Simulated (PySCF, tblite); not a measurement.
**C4H10NOPSi2: infrared bands and NMR shifts**

What infrared bands and NMR shifts should C4H10NOPSi2 (`O=P1(N([SiH3])[SiH3])C=CC=C1`) show?

Computed with tblite 0.8.0 and PySCF 2.14.0, with density-fitted response routines of our own, on a single molecule in the gas phase. Atoms are numbered from 0 throughout.

## 1. The molecule as given

19 atoms, charge 0, multiplicity 1; geometry from: GFN2-xTB.

Bonds of the start (Å): O0–P1 1.46, P1–N2 1.67, N2–Si3 1.76, N2–Si4 1.74, P1–C5 1.82, C5–C6 1.33, C6–C7 1.46, C7–C8 1.33, C8–P1 1.82, Si3–H9 1.46, Si3–H10 1.46, Si3–H11 1.46, Si4–H12 1.47, Si4–H13 1.46, Si4–H14 1.46, C5–H15 1.08, C6–H16 1.08, C7–H17 1.08, C8–H18 1.08.

## 2. Vibrational analysis with GFN2-xTB

The job: settings as JSON, then the geometry in Å.

```
{"job": {"kind": "ir", "xc": "GFN2-xTB", "basis": "xTB"}, "charge": 0, "multiplicity": 1}
O      0.551148    -2.063731    -1.117384
P      0.448286    -0.772088    -0.434817
N     -1.118579    -0.308157    -0.092777
Si    -2.304042    -1.558716    -0.435978
Si    -1.355824     1.308064     0.514520
C      1.308346     0.626660    -1.219573
C      2.266920     1.060800    -0.399940
C      2.348483     0.374878     0.886824
C      1.452578    -0.595187     1.073952
H     -3.562332    -0.948138    -0.010106
H     -1.988778    -2.738144     0.365776
H     -2.308593    -1.831680    -1.869709
H     -1.086415     2.272733    -0.555781
H     -0.446933     1.536633     1.639798
H     -2.750227     1.340316     0.933867
H      1.111387     0.996612    -2.211001
H      2.959206     1.857327    -0.630830
H      3.100422     0.665854     1.605908
H      1.365145    -1.214787     1.949790
```

**Question.** This job is followed by: GIAO PBE0/pcSseg-1 NMR shielding, non-relativistic, gas phase. Predict these results of the whole session: strongest single infrared mode (GFN2-xTB); zero-point energy (GFN2-xTB); ¹³C shifts against TMS (PBE0/pcSseg-1, means over atoms taken as alike); ¹H shifts against TMS (PBE0/pcSseg-1, means over atoms taken as alike); ¹⁷O shifts against H2O (PBE0/pcSseg-1); ³¹P shifts against H3PO4 (PBE0/pcSseg-1); ¹⁵N shifts against NH3 (PBE0/pcSseg-1); ²⁹Si shifts against TMS (PBE0/pcSseg-1, means over atoms taken as alike).

As calculated:

```
                                                                quantity                 value
                               strongest single infrared mode (GFN2-xTB)  793 cm⁻¹, 629 km/mol
                                            zero-point energy (GFN2-xTB)         77.4 kcal/mol
 ¹³C shifts against TMS (PBE0/pcSseg-1, means over atoms taken as alike)      146.6, 136.4 ppm
  ¹H shifts against TMS (PBE0/pcSseg-1, means over atoms taken as alike)  6.90, 6.03, 4.75 ppm
                                  ¹⁷O shifts against H2O (PBE0/pcSseg-1)              87.4 ppm
                                ³¹P shifts against H3PO4 (PBE0/pcSseg-1)              28.0 ppm
                                  ¹⁵N shifts against NH3 (PBE0/pcSseg-1)              21.9 ppm
²⁹Si shifts against TMS (PBE0/pcSseg-1, means over atoms taken as alike)             -53.1 ppm
```

In words: No mode is imaginary among the 51: a minimum at this level. The strongest single mode, at 793 cm⁻¹, is spread over several atoms, H13, H12, H9, H11 among them. Unscaled tight-binding wavenumbers are off by several per cent, some by more. Its intensities can rank the bands wrongly. At PBE0/pcSseg-1: The widest tensor belongs to O0: span 249 ppm, with a paramagnetic part of -144 ppm.
